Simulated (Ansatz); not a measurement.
# MoI (F-43m) in Ansatz: a series of runs, part 2 of 2

Ansatz 0.2.0. The steps go on from the part before.

## Step 4: Band structure, PBEsol

input.yaml reads:

```yaml
crystal:
  lattice:
    - [0.0, 3.17885138, 3.17885138]
    - [3.17885138, 0.0, 3.17885138]
    - [3.17885138, 3.17885138, 0.0]
  atoms:
    - { symbol: Mo, position: [0.0, 0.0, 0.0] }
    - { symbol: I, position: [0.75, 0.75, 0.75] }
hamiltonian:
  xc: pbesol
  pseudopotentials: { kind: paw }
kpoints:
  mp_grid: { grid: [7, 7, 7] }
  band_path:
    path:
      - [[0.0, 0.0, 0.0], [0.5, 0.0, 0.5], [0.5, 0.25, 0.75], [0.375, 0.375, 0.75], [0.0, 0.0, 0.0], [0.5, 0.5, 0.5], [0.625, 0.25, 0.625], [0.5, 0.25, 0.75], [0.5, 0.5, 0.5], [0.375, 0.375, 0.75]]
      - [[0.625, 0.25, 0.625], [0.5, 0.0, 0.5]]
    npoints: 14
scf:
  occupations: { method: fermi_dirac, width: 0.05 }
  n_extra_bands: 6
output:
  forces: true
  stress: true
  eigenvalues: true
  fatbands: false
```

Potentials or basis: Ansatz PAW.

Run with:

```bash
$ ansatz run input.yaml --threads 2 --pin off --max-ram 5632MiB --backend cpu --events-out ev --progress --plain --runs-dir out
```

Standard output:

```text
Warning: RAYON_NUM_THREADS=2 ignored (pool sized by the plan → 2); use --threads N
scf.n_extra_bands = 6 over 16 filled bands (N_el = 31.0): the run solves 22 bands
Engine: ansatz 0.2.0, aarch64-unknown-linux-gnu
Pseudopotentials: kind: paw
Pseudopotential: Mo, paw, valence charge 14, recommended cutoff 420 eV (normal), Mo.paw.azcp
Pseudopotential: I, paw, valence charge 17, recommended cutoff 420 eV (normal), I.paw.azcp
Functional definition: PBEsol
  exchange = pbesol_x
  correlation = pbesol_c
Crystal: 2 atoms, lattice volume = 64.245 Å³
Basis set: ecut = 420 eV, 1243 PW (Γ), exchange–correlation on 64×64×64 points (8 copies of the dense FFT grid, shifted against one another)
Bands: 22, of which v1, the nominal top of the filled ones, is band 16 counted from 1 (15 counted from 0)
Symmetry: 24 space group operations
Space group: F-43m (ITA 216), of the structure as read, at distance tolerance 4.0e-5 Å
k-points: 20 of 343 (time reversal used)
Non-local potential: Mo, projectors of the file, l = 0: 3, l = 1: 2, l = 2: 2, l = 3: 1
Non-local potential: I, projectors of the file, l = 0: 2, l = 1: 2, l = 2: 2, l = 3: 2
PAW form: soft (Blöchl's): semilocal exchange-correlation on the pseudo side does not see the compensation charge
PAW frozen core: Mo, regenerated for the run's functional, and the local potential with it (the file was generated under x = pbe(κ = 0.804, μ = 0.2195149727645171), c = pbe(β = 0.06672455060314922))
PAW frozen core: I, regenerated for the run's functional, and the local potential with it (the file was generated under x = pbe(κ = 0.804, μ = 0.2195149727645171), c = pbe(β = 0.06672455060314922))
PAW one-centre angular grid: Mo, 590 points (default); XC on 64 Gauss nodes
PAW one-centre angular grid: I, 590 points (default); XC on 64 Gauss nodes
Initial density: superposition of atomic densities (neutral atoms: chi_scale 0, normalization atom), corrected by the library's trained network
Initial wavefunctions: pseudopotential atomic-orbital guess
Functional: x = pbesol(κ = 0.804, μ = 0.12345679012345678), c = pbesol(β = 0.046)
SCF iter   1: F=—  HF=-12326.532446 eV  |F-HF|=—  |Δ(HF+E_count)|=         —  Δρ=5.02e-3  dr2=1.27e-2  ethr=1.77e-3  ⟨swp⟩=6.8  Hψ=2346  notcnv=0
preconditioner: auto → LDOS  [metal: Δε(μ)=0.047 eV  Ē_g=8.408 eV  σ=0.050 eV  W_gap=0.22  n_scr=14 (ndim 8)  ℏωp=16.7 eV  f_vac=0.048  D(μ)=4.87/eV (n_scr^D=58)  β→1.0]
SCF iter   2: F=—  HF=-12326.529194 eV  |F-HF|=—  |Δ(HF+E_count)|=   3.25e-3  Δρ=1.65e-3  dr2=1.07e-3  ethr=4.11e-5  ⟨swp⟩=2.6  Hψ=1061  notcnv=0  defer=13
SCF iter   3: F=—  HF=-12326.528949 eV  |F-HF|=—  |Δ(HF+E_count)|=   2.46e-4  Δρ=5.05e-4  dr2=2.30e-4  ethr=3.46e-6  ⟨swp⟩=2.0  Hψ=738  notcnv=0  defer=13
SCF iter   4: F=—  HF=-12326.528901 eV  |F-HF|=—  |Δ(HF+E_count)|=   4.81e-5  Δρ=2.15e-4  dr2=5.42e-5  ethr=7.41e-7  ⟨swp⟩=3.0  Hψ=754  notcnv=0  defer=13
SCF iter   5: F=—  HF=-12326.528896 eV  |F-HF|=—  |Δ(HF+E_count)|=   5.25e-6  Δρ=4.64e-5  dr2=2.13e-6  ethr=1.75e-7  ⟨swp⟩=1.9  Hψ=474  notcnv=0  defer=13
SCF iter   6: F=—  HF=-12326.528895 eV  |F-HF|=—  |Δ(HF+E_count)|=   2.63e-7  Δρ=1.54e-5  dr2=2.40e-7  ethr=6.86e-9  ⟨swp⟩=2.7  Hψ=702  notcnv=0  defer=13
SCF iter   7: F=-12326.528895 eV  HF=-12326.528895 eV  |F-HF|=2.55e-11  |Δ(HF+E_count)|=   3.75e-8  Δρ=2.54e-6  dr2=3.55e-9  ethr=3.23e-10  ⟨swp⟩=7.8  Hψ=1890  notcnv=0
SCF 1 converged in 7 iterations: F = -12326.528895 eV  dr2 = 3.55e-9
NSCF: frozen V_eff on 142 k-points
SCF converged after 7 iterations
Free energy (F): -12326.528895 eV
Harris-Foulkes:  -12326.528895 eV  (|F-HF|=2.55e-11)
Internal energy: -12326.490125 eV  (E = F + TS)
E sigma→0 (E₀):  -12326.509510 eV
Entropy (-TS):   -0.038771 eV (-19.385 meV/atom)
Fermi energy:    9.275265 eV
--- Per-component energies (eV) ---
  E_band       = -572.590382
  E_kinetic    = 627.888504
  E_local      = -3410.222685  (includes V_loc(G=0)·N_el)
  E_nonlocal   = 60.815334
  E_hartree    = 1532.715507
  E_xc         = -304.908041
  E_vxc        = -350.915118  (∫ρ·V_xc dr)
  E_paw        = -7882.920771  (= ΣΔE_a)
  E_vpaw       = -565.588350  (= ΣTr[D̂ρ^β])
  E_aug_tail   = 0.000059  (compensation charges beyond the density's cutoff)
  E_ewald      = -2950.479473
  E_core_change = 0.621441  (= ΣΔE_core)
  E_smearing   = -0.038771  (= −TS)
  E_closure    = 0.000000  (closes the sum)
  Σ components = -12326.528895   (vs F -12326.528895, Δ=0.00e0)
--- Forces (eV/Å), atoms counted from 1 ---
  atom   1  Mo     0.00000000    -0.00000000     0.00000000
  atom   2  I      0.00000000    -0.00000000     0.00000000
  max |Σ_I F_I| component: 6.01e-17 eV/Å
--- Stress (GPa, compression-positive) ---
      -10.203143       0.000000       0.000000
        0.000000     -10.203143      -0.000000
        0.000000      -0.000000     -10.203143
  P = ⅓ Tr σ = -10.2031 GPa (-102.031 kbar)
--- Band table (eV; the first three rows and the last of 20) ---
  k-point 0: bands = ["-51.2313", "-37.6464", "-37.6464", "-37.6464", "-37.6375", "-37.6375", "-25.3879", "-25.3879", "-25.3879", "-5.6035", "4.3905", "4.3905", "4.3905", "8.8596", "8.8596", "9.6572", "11.7509", "11.7509", "11.7509", "14.4891", "14.4891", "14.4891"]
  k-point 1: bands = ["-51.2313", "-37.6463", "-37.6463", "-37.6461", "-37.6376", "-37.6376", "-25.3911", "-25.3884", "-25.3884", "-5.5415", "4.1585", "4.4264", "4.4264", "8.8127", "8.8127", "10.1273", "11.2294", "11.5970", "11.5970", "14.1494", "14.7182", "14.7182"]
  k-point 2: bands = ["-51.2312", "-37.6462", "-37.6462", "-37.6455", "-37.6375", "-37.6375", "-25.3983", "-25.3895", "-25.3895", "-5.3986", "3.7511", "4.5012", "4.5012", "8.8141", "8.8141", "9.8618", "11.1055", "11.1055", "11.3208", "14.1517", "15.2200", "15.2200"]
  k-point 19: bands = ["-51.2310", "-37.6459", "-37.6458", "-37.6446", "-37.6376", "-37.6374", "-25.4037", "-25.3958", "-25.3933", "-5.1587", "3.7962", "4.0566", "4.6872", "8.1495", "8.6914", "9.2141", "9.8143", "10.3600", "13.9942", "14.3342", "15.3154", "16.1657"]
```

bands.tsv:

```text
# k_distance	band_0	band_1	band_2	band_3	band_4	band_5	band_6	band_7	band_8	band_9	band_10	band_11	band_12	band_13	band_14	band_15	band_16	band_17	band_18	band_19	band_20	band_21
# fermi_ev = 9.275265
[... 158 lines left out ...]
6.294044	-60.506274	-46.920980	-46.920975	-46.920070	-46.912937	-46.912634	-34.680686	-34.669261	-34.669176	-14.424975	-5.972086	-4.564734	-4.554128	-1.077124	-0.383011	0.048274	0.306110	0.307626	3.900538	4.942974	7.545026	8.740554
6.319001	-60.506274	-46.920977	-46.920974	-46.920075	-46.912938	-46.912633	-34.680713	-34.669216	-34.669194	-14.424968	-5.977399	-4.556172	-4.553510	-1.075085	-0.374322	0.062937	0.288871	0.289093	3.890212	4.940139	7.564404	8.867636
6.343959	-60.506274	-46.920968	-46.920968	-46.920075	-46.912934	-46.912621	-34.680720	-34.669197	-34.669197	-14.424966	-5.979173	-4.553304	-4.553304	-1.074419	-0.371137	0.068329	0.282622	0.282622	3.886744	4.939202	7.570958	8.929628
```

Wall time 6.5 s (2 threads of Arm Neoverse V1, shared host); peak memory 0.37 GiB.

Results:

```yaml
Free_energy: -12326.5289 eV
Pressure: -10.2 GPa
Band_gap_on_the_k_mesh: none (metal or under the smearing width)
```

Levels at the corners of the path, in eV from the Fermi level:
```tsv
point	band 13	band 14	band 15	band 16	band 17	band 18	band 19	band 20
Γ	-4.88	-0.42	-0.42	0.38	2.48	2.48	2.48	5.21
X	-4.55	-1.07	-0.37	0.07	0.28	0.28	3.89	4.94
W	-4.58	-1.16	-0.66	-0.02	0.47	1.12	5.07	5.24
K	-4.59	-1.14	-0.29	-0.28	0.66	0.81	4.26	5.05
Γ	-4.88	-0.42	-0.42	0.38	2.48	2.48	2.48	5.21
L	-4.71	-0.28	-0.26	-0.26	1.17	1.17	2.40	6.13
U	-4.59	-1.14	-0.29	-0.28	0.66	0.81	4.26	5.05
W	-4.58	-1.16	-0.66	-0.02	0.47	1.12	5.07	5.24
L	-4.71	-0.28	-0.26	-0.26	1.17	1.17	2.40	6.13
K	-4.59	-1.14	-0.29	-0.28	0.66	0.81	4.26	5.05
U	-4.59	-1.14	-0.29	-0.28	0.66	0.81	4.26	5.05
X	-4.55	-1.07	-0.37	0.07	0.28	0.28	3.89	4.94
```

Caveat: spin-orbit coupling is left out, which moves the levels of the heavy elements; an odd number of electrons without spin polarisation forces a metal; a magnetic or distorted state may lie lower; the PAW data sets come from PBE, with cores solved anew for the run's functional, which leaves a small shift of forces and pressure.

## Step 5: Band structure, RPBE

input.yaml: that of step 4 with these lines changed.

```diff
@@ -9,3 +9,3 @@
 hamiltonian:
-  xc: pbesol
+  xc: rpbe
   pseudopotentials: { kind: paw }
@@ -25,2 +25,2 @@
   eigenvalues: true
-  fatbands: false
+  fatbands: true
```

Potentials or basis: Ansatz PAW.

Run with:

```bash
$ ansatz run input.yaml --threads 2 --pin off --max-ram 5632MiB --backend cpu --events-out ev --progress --plain --runs-dir out
```

Standard output:

```text
Warning: RAYON_NUM_THREADS=2 ignored (pool sized by the plan → 2); use --threads N
scf.n_extra_bands = 6 over 16 filled bands (N_el = 31.0): the run solves 22 bands
[... 4 set-up lines as earlier in the session ...]
Functional definition: RPBE
[... 2 set-up lines as earlier in the session ...]
  exchange = rpbe_x(kappa = kappa, mu = beta*pi^2/3)
[... 1 set-up line as earlier in the session ...]
Crystal: 2 atoms, lattice volume = 64.245 Å³
Basis set: ecut = 420 eV, 1243 PW (Γ), exchange–correlation on 64×64×64 points (8 copies of the dense FFT grid, shifted against one another)
Bands: 22, of which v1, the nominal top of the filled ones, is band 16 counted from 1 (15 counted from 0)
[... 2 set-up lines as earlier in the session ...]
k-points: 20 of 343 (time reversal used)
[... 4 set-up lines as earlier in the session ...]
[... 21 lines left out ...]
E sigma→0 (E₀):  -12482.018260 eV
Entropy (-TS):   -0.037719 eV (-18.860 meV/atom)
Fermi energy:    9.553179 eV
--- Per-component energies (eV) ---
  E_band       = -565.755112
  E_kinetic    = 628.195447
  E_local      = -3407.603252  (includes V_loc(G=0)·N_el)
  E_nonlocal   = 55.394827
  E_hartree    = 1536.519082
  E_xc         = -307.965851
  E_vxc        = -352.215159  (∫ρ·V_xc dr)
  E_paw        = -8035.907871  (= ΣΔE_a)
  E_vpaw       = -562.563143  (= ΣTr[D̂ρ^β])
  E_aug_tail   = 0.000026  (compensation charges beyond the density's cutoff)
  E_ewald      = -2950.479473
  E_core_change = -0.152337  (= ΣΔE_core)
  E_smearing   = -0.037719  (= −TS)
  E_closure    = 0.000000  (closes the sum)
  Σ components = -12482.037120   (vs F -12482.037120, Δ=0.00e0)
--- Forces (eV/Å), atoms counted from 1 ---
  atom   1  Mo     0.00000000    -0.00000000     0.00000000
  atom   2  I      0.00000000    -0.00000000     0.00000000
  max |Σ_I F_I| component: 4.63e-17 eV/Å
--- Stress (GPa, compression-positive) ---
       -5.801779      -0.000000       0.000000
        0.000000      -5.801779      -0.000000
        0.000000      -0.000000      -5.801779
  P = ⅓ Tr σ = -5.8018 GPa (-58.018 kbar)
--- Band table (eV; the first three rows and the last of 20) ---
  k-point 0: bands = ["-51.0071", "-37.5021", "-37.5021", "-37.5021", "-37.4936", "-37.4936", "-25.1561", "-25.1561", "-25.1561", "-5.3096", "4.6418", "4.6418", "4.6418", "9.1051", "9.1051", "10.1126", "12.0480", "12.0480", "12.0480", "14.8129", "14.8129", "14.8129"]
  k-point 1: bands = ["-51.0071", "-37.5020", "-37.5020", "-37.5018", "-37.4936", "-37.4936", "-25.1592", "-25.1566", "-25.1566", "-5.2481", "4.4196", "4.6766", "4.6766", "9.0632", "9.0632", "10.5607", "11.5468", "11.8932", "11.8932", "14.5123", "15.0375", "15.0375"]
  k-point 2: bands = ["-51.0070", "-37.5019", "-37.5019", "-37.5012", "-37.4936", "-37.4936", "-25.1663", "-25.1577", "-25.1577", "-5.1063", "4.0243", "4.7490", "4.7490", "9.0719", "9.0719", "10.1897", "11.4043", "11.4043", "11.7485", "14.5411", "15.5249", "15.5249"]
  k-point 19: bands = ["-51.0068", "-37.5016", "-37.5015", "-37.5003", "-37.4936", "-37.4935", "-25.1717", "-25.1638", "-25.1614", "-4.8682", "4.0623", "4.3196", "4.9314", "8.4878", "8.9847", "9.4747", "10.1314", "10.6418", "14.3421", "14.6605", "15.6554", "16.6285"]
```

Wall time 10 s (2 threads of Arm Neoverse V1, shared host); peak memory 0.37 GiB.

Results:

* Free energy: -12482.0371 eV
* Pressure: -5.8 GPa
* Band gap on the k mesh: none (metal or under the smearing width)

Levels at the corners of the path, in eV from the Fermi level:
```
point  band 12  band 13  band 14  band 15  band 16  band 17  band 18  band 19  band 20  band 21
    Γ    -4.91    -4.91    -0.45    -0.45     0.56     2.49     2.49     2.49     5.26     5.26
    X    -4.59    -4.59    -1.01    -0.37     0.03     0.32     0.32     3.94     5.02     7.79
    W    -5.33    -4.61    -1.10    -0.65    -0.05     0.52     1.12     5.09     5.29     5.79
    K    -5.02    -4.63    -1.08    -0.29    -0.26     0.68     0.82     4.33     5.10     7.23
    Γ    -4.91    -4.91    -0.45    -0.45     0.56     2.49     2.49     2.49     5.26     5.26
    L    -4.75    -4.75    -0.28    -0.28    -0.22     1.20     1.20     2.55     6.22     6.31
    U    -5.02    -4.63    -1.08    -0.29    -0.26     0.68     0.82     4.33     5.10     7.23
    W    -5.33    -4.61    -1.10    -0.65    -0.05     0.52     1.12     5.09     5.29     5.79
    L    -4.75    -4.75    -0.28    -0.28    -0.22     1.20     1.20     2.55     6.22     6.31
    K    -5.02    -4.63    -1.08    -0.29    -0.26     0.68     0.82     4.33     5.10     7.23
    U    -5.02    -4.63    -1.08    -0.29    -0.26     0.68     0.82     4.33     5.10     7.23
    X    -4.59    -4.59    -1.01    -0.37     0.03     0.32     0.32     3.94     5.02     7.79
```

Caveat: spin-orbit coupling is left out, which moves the levels of the heavy elements; an odd number of electrons without spin polarisation forces a metal; a magnetic or distorted state may lie lower; the PAW data sets come from PBE, with cores solved anew for the run's functional, which leaves a small shift of forces and pressure.

## Step 6: Summary

| level | gap on the mesh (eV) | pressure (GPa) |
| --- | --- | --- |
| LDA | none | -11.6 |
| PBE | none | -7.4 |
| PBEsol | none | -10.2 |
| RPBE | none | -5.8 |

Alike in all rows: task band structure; potentials or basis Ansatz PAW; no spin polarisation; cell as given; k mesh 7 × 7 × 7; cutoff (eV) 420; smearing fermi-dirac 0.05 eV.

Every run on the cell as given and a fine mesh finds a metal. The pressure there spans -11.6 GPa (LDA) to -5.8 GPa (RPBE); a positive pressure means that this level wants a larger cell, a negative one a smaller.

Caveats: spin-orbit coupling is left out, which moves the levels of the heavy elements; an odd number of electrons without spin polarisation forces a metal; a magnetic or distorted state may lie lower; the PAW data sets come from PBE, with cores solved anew for the run's functional, which leaves a small shift of forces and pressure (some runs).

Total energies depend on the potentials used, so only differences within one code and one set of settings carry meaning.
